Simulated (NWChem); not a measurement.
**One shape, several levels: CH5BFIn (SMILES [BH2][InH][CH2]F)**

Wanted: a comparison of 3 runs (HF/STO-3G, HF/3-21G, SVWN5/def2-SVPD) of CH5BFIn. 

The calculation is run with NWChem 7.3.0.

## (1) Starting point

CH5BFIn: 9 atoms, total charge 0, spin state singlet. As SMILES, `[BH2][InH][CH2]F`. The coordinates come from a PBE0-D4/def2-TZVP relaxation. This is one conformer, not always the lowest.

Bond lengths: B1–In2 2.235 Å, In2–C3 2.191 Å, C3–F4 1.390 Å, B1–H5 1.198 Å, B1–H6 1.198 Å, In2–H7 1.729 Å, C3–H8 1.095 Å, C3–H9 1.095 Å. Some angles: B1–In2–C3 122.5°, In2–C3–F4 111.9°, B1–In2–H7 124.5°, C3–In2–H7 113.0°, In2–B1–H5 121.9°, In2–B1–H6 121.9°, In2–C3–H8 110.8°, In2–C3–H9 110.8°, F4–C3–H8 107.9°, F4–C3–H9 107.9°.

## (2) Energy and gradient at HF/STO-3G (run 1)

File a.nw:

```
START a
TITLE "CH5BFIn gradient"
memory total 2200 mb
charge 0

GEOMETRY units angstroms noautosym nocenter noautoz
  B    -0.943200    1.784600   -0.905900
  In    0.614200    0.253800   -0.430900
  C     0.239700   -1.424700    0.926800
  F     1.356200   -2.242500    1.059300
  H    -1.701300    1.652600   -1.823500
  H    -1.071700    2.780700   -0.253600
  H     2.218100    0.254300   -1.075800
  H    -0.589000   -2.041600    0.562700
  H    -0.034300   -1.063600    1.924000
END

BASIS "ao basis" spherical bse
  * library STO-3G
END

SCF
  thresh 1e-08
  maxiter 80
END

TASK scf gradient
```

On the command line:

```sh
$ nwchem a.nw > a.out
```

The log of the run:

```text
[...]
  functions       =    47
[...]
  wavefunction    = RHF
[...]
         Total SCF energy =  -5845.551765733696
      One-electron energy =  -8716.362447088761
      Two-electron energy =   2559.989687734081
 Nuclear repulsion energy =    310.820993620984
        Time for solution =      5.4s
[...]
                         RHF ENERGY GRADIENTS
    atom               coordinates                        gradient
                 x          y          z           x          y          z
   1 B      -1.782390   3.372405  -1.711903    0.001892  -0.000352  -0.000524
   2 In      1.160670   0.479612  -0.814283   -0.019844  -0.000643   0.008424
   3 C       0.452967  -2.692293   1.751398   -0.003976  -0.020221   0.016170
   4 F       2.562846  -4.237711   2.001787   -0.006658   0.008631  -0.003496
   5 H      -3.214991   3.122961  -3.445915   -0.012604  -0.005489  -0.017380
   6 H      -2.025219   5.254761  -0.479235    0.000001   0.017136   0.014089
   7 H       4.191601   0.480557  -2.032967    0.033114  -0.001378  -0.012318
   8 H      -1.113049  -3.858065   1.063349    0.003464   0.000144  -0.003883
   9 H      -0.064818  -2.009913   3.635833    0.004609   0.002172  -0.001081
[...]
```

Wall time 9 s (1 thread of Intel Xeon Platinum 8488C (Sapphire Rapids), shared host); peak memory 0.096 GiB.

## (3) Energy and gradient at HF/3-21G (run 2)

File run.py:

```python
from ase import Atoms
from ase.calculators.nwchem import NWChem

molecule = Atoms(['B', 'In', 'C', 'F', 'H', 'H', 'H', 'H', 'H'], positions=[
    [-0.943200, 1.784600, -0.905900],
    [0.614200, 0.253800, -0.430900],
    [0.239700, -1.424700, 0.926800],
    [1.356200, -2.242500, 1.059300],
    [-1.701300, 1.652600, -1.823500],
    [-1.071700, 2.780700, -0.253600],
    [2.218100, 0.254300, -1.075800],
    [-0.589000, -2.041600, 0.562700],
    [-0.034300, -1.063600, 1.924000],
])

calc = NWChem(
    label='struct',
    theory='scf',
    memory='2200 mb',
    basis='3-21G',
    basispar='spherical bse',
    scf={'nopen': '0', 'rhf': None, 'thresh': '1e-08', 'maxiter': '80'},
)
molecule.calc = calc

forces = molecule.get_forces()
e = molecule.get_potential_energy()
print(f"E = {e:.6f} eV")
print("forces (eV/A):")
for s, f in zip(molecule.symbols, forces):
    print(f"{s:2s} {f[0]:10.5f} {f[1]:10.5f} {f[2]:10.5f}")
print("dipole (e A):", molecule.get_dipole_moment().round(4))
```

On the command line:

```sh
$ export ASE_NWCHEM_COMMAND="nwchem PREFIX.nwi > PREFIX.nwo"
$ python run.py
```

The log of the run:

```text
E = -159966.187845 eV
forces (eV/A):
B    -0.78331    0.72125   -0.20265
In    0.42917   -0.45961    0.15679
C    -1.61517    0.45221    0.33162
F     1.23552   -0.77647    0.05487
H     0.05579    0.07852    0.09796
H    -0.02838   -0.07379   -0.11344
H     0.59423    0.08361   -0.29876
H     0.16023    0.17088    0.24179
H    -0.04808   -0.19659   -0.26817
dipole (e A): [-0.471   0.3786 -0.0807]
```

The calculator wrote struct.nwi:

```
title "struct"

permanent_dir struct

scratch_dir struct

start struct

geometry units angstrom nocenter noautosym noautoz
  B  -9.4320000000000004e-01 1.7846000000000000e+00 -9.0590000000000004e-01
  In 6.1419999999999997e-01 2.5380000000000003e-01 -4.3090000000000001e-01
  C  2.3970000000000000e-01 -1.4247000000000001e+00 9.2679999999999996e-01
  F  1.3562000000000001e+00 -2.2425000000000002e+00 1.0592999999999999e+00
  H  -1.7013000000000000e+00 1.6526000000000001e+00 -1.8234999999999999e+00
  H  -1.0717000000000001e+00 2.7806999999999999e+00 -2.5359999999999999e-01
  H  2.2181000000000002e+00 2.5430000000000003e-01 -1.0758000000000001e+00
  H  -5.8899999999999997e-01 -2.0415999999999999e+00 5.6269999999999998e-01
  H  -3.4299999999999997e-02 -1.0636000000000001e+00 1.9239999999999999e+00
end

memory 2200 mb

basis spherical bse noprint
   * library 3-21G
end

scf
  nopen 0
  rhf
  thresh 1e-08
  maxiter 80
end

task scf gradient
```

struct.nwo:

```text
Northwest Computational Chemistry Package (NWChem) 7.3.0
             --------------------------------------------------------

           Job information
           ---------------

    nwchem branch   = 7.3.0
    use scalapack   = T
    input           = struct.nwi
    prefix          = struct.
    data base       = struct/struct.db
    status          = startup
    nproc           =        1

           Memory information
           ------------------

    heap     =     72089594 doubles =      550.0 Mbytes
    stack    =     72089599 doubles =      550.0 Mbytes
    global   =    144179200 doubles =     1100.0 Mbytes (distinct from heap & stack)
    total    =    288358393 doubles =     2200.0 Mbytes
    verify   = yes
    hardfail = no

[... 138 lines left out ...]
 Convergence threshold     :          1.000E-08
[... 13 lines left out ...]
       Final RHF  results
[... 3 lines left out ...]
      One-electron energy =  -8739.365831616542
[... 1 line left out ...]
 Nuclear repulsion energy =    310.820993620984
[... 55 lines left out ...]
                       ROHF Final Molecular Orbital Analysis
[... 270 lines left out ...]
                         RHF ENERGY GRADIENTS

    atom               coordinates                        gradient
                 x          y          z           x          y          z
   1 B      -1.782390   3.372405  -1.711903    0.015233  -0.014026   0.003941
   2 In      1.160670   0.479612  -0.814283   -0.008346   0.008938  -0.003049
   3 C       0.452967  -2.692293   1.751398    0.031410  -0.008794  -0.006449
[... 5 lines of this table left out ...]
   9 H      -0.064818  -2.009913   3.635833    0.000935   0.003823   0.005215

                 ----------------------------------------
                 |  Time  |  1-e(secs)   |  2-e(secs)   |
                 ----------------------------------------
                 |  CPU   |       0.00   |       2.85   |
                 ----------------------------------------
                 |  WALL  |       0.00   |       2.85   |
                 ----------------------------------------

 Task  times  cpu:        9.1s     wall:        9.1s
 Total times  cpu:        9.2s     wall:        9.2s
```

Run time: 10 s. Hardware: 1 thread of Intel Xeon Platinum 8488C (Sapphire Rapids), shared host; peak memory 0.096 GiB.

## (4) Energy and gradient at SVWN5/def2-SVPD (core potential) (run 3)

File run.nw:

```
start run
title "CH5BFIn"
memory stack 880 mb heap 220 mb global 1100 mb
charge 0
geometry units angstroms noautosym nocenter noautoz
  B     -0.943200     1.784600    -0.905900
  In     0.614200     0.253800    -0.430900
  C      0.239700    -1.424700     0.926800
  F      1.356200    -2.242500     1.059300
  H     -1.701300     1.652600    -1.823500
  H     -1.071700     2.780700    -0.253600
  H      2.218100     0.254300    -1.075800
  H     -0.589000    -2.041600     0.562700
  H     -0.034300    -1.063600     1.924000
end
basis spherical bse
  * library def2-SVPD
end
ecp bse
  In library def2-SVPD
end
dft
  xc slater vwn_5
  mult 1
  grid fine
  convergence energy 1e-08
  iterations 100
  mulliken
  print medium
end
task dft gradient
```

On the command line:

```sh
$ nwchem run.nw > run.out
```

The log of the run:

```text
[...]
          Wavefunction type:  closed shell.
          No. of atoms     :     9
          No. of electrons :    46
[...]
          Charge           :     0
          Spin multiplicity:     1
[...]
          AO basis - number of functions:   135
[...]
              XC Information
              --------------
                        Slater Exchange Functional  1.000 local
                      VWN V Correlation Functional  1.000 local
[...]
 d= 0,ls=0.0,diis     1   -354.0146243763 -5.18D+02  1.75D-02  7.56D-01     3.9
[...]
 d= 0,ls=0.0,diis    12   -354.0984712871 -1.88D-10  1.78D-07  6.56D-10    35.3
         Total DFT energy =     -354.098471287077
      One electron energy =     -886.683460273090
           Coulomb energy =      405.594460884310
    Exchange-Corr. energy =      -36.674620188375
 Nuclear repulsion energy =      163.665148290077
[...]
      Total Density - Mulliken Population Analysis
     ---------------------------------------------
    Atom       Charge   Shell Charges
 -----------   ------   -------------------------------------------------------
    1 B    5     5.69   1.98  0.93  0.70 -0.07  1.46  0.68  0.02  0.00
    2 In  21    20.98  -0.60  2.60  1.11  0.23 -0.03  2.79  3.21  1.29  0.29  9.53  0.54  0.00
    3 C    6     5.55   1.98  0.93 -0.12  0.06  2.02  0.59  0.05  0.03
    4 F    9     9.40   1.99  1.12  0.80  0.09  3.33  1.87  0.15  0.01  0.04
    5 H    1     0.64   0.72 -0.11  0.01  0.02
    6 H    1     0.64   0.72 -0.11  0.01  0.02
    7 H    1     0.94   0.64  0.29  0.01  0.00
    8 H    1     1.08   0.72  0.29  0.02  0.04
    9 H    1     1.08   0.72  0.29  0.02  0.04
[...]
  wavefunction    = closed shell
                         DFT ENERGY GRADIENTS
    atom               coordinates                        gradient
                 x          y          z           x          y          z
   1 B      -1.782390   3.372405  -1.711903   -0.011047   0.010622  -0.003225
   2 In      1.160670   0.479612  -0.814283    0.006873  -0.004959   0.000800
   3 C       0.452967  -2.692293   1.751398   -0.016784   0.001509   0.005777
   4 F       2.562846  -4.237711   2.001787    0.004233  -0.003469   0.000757
   5 H      -3.214991   3.122961  -3.445915    0.005496   0.002003   0.007338
   6 H      -2.025219   5.254761  -0.479235    0.000238  -0.007392  -0.005743
   7 H       4.191601   0.480557  -2.032967   -0.000209   0.000859  -0.000531
   8 H      -1.113049  -3.858065   1.063349    0.008639   0.005778   0.004885
   9 H      -0.064818  -2.009913   3.635833    0.002561  -0.004950  -0.010058
[...]
```

It took 53 s on 1 thread of Intel Xeon Platinum 8488C (Sapphire Rapids), shared host; peak memory 0.12 GiB.

## (5) The series

```
run                             level  iteration cap  module   energy (Eh)  dipole moment (D)  HOMO energy (eV)  LUMO energy (eV)  wall time
  1                         HF/STO-3G             80     scf  -5845.551766               1.67             -7.15              5.68        9 s
  2                          HF/3-21G             80     scf  -5878.649022               2.93             -9.62              1.04       10 s
  3  SVWN5/def2-SVPD (core potential)            100     dft   -354.098471               1.95             -6.08             -3.65       53 s
```

## (6) Summary of results

| quantity | value |
| --- | --- |
| run 3: total energy | -354.09847 Eh |
| run 3: dipole moment | 1.95 D |
| run 3: HOMO energy | -6.08 eV |
| run 3: LUMO energy | -3.65 eV |
| run 3: HOMO–LUMO gap | 2.43 eV |
| run 3: largest force on an atom | 0.916 eV/Å |

**Reading.** The dipole moment (its size) runs from 1.67 D (HF/STO-3G) to 2.93 D (HF/3-21G). The HOMO–LUMO gap runs from 2.43 eV (SVWN5/def2-SVPD) to 12.83 eV (HF/STO-3G). The two ends differ in method and basis and core potential. Some runs of one species differ in core potentials or relativity; totals across that change don't compare. In run 1 the basis is minimal, so the values are rough. In runs 1, 2 relativity is left out where basis or elements ask for it. All runs together took 73 s, the longest 53 s.
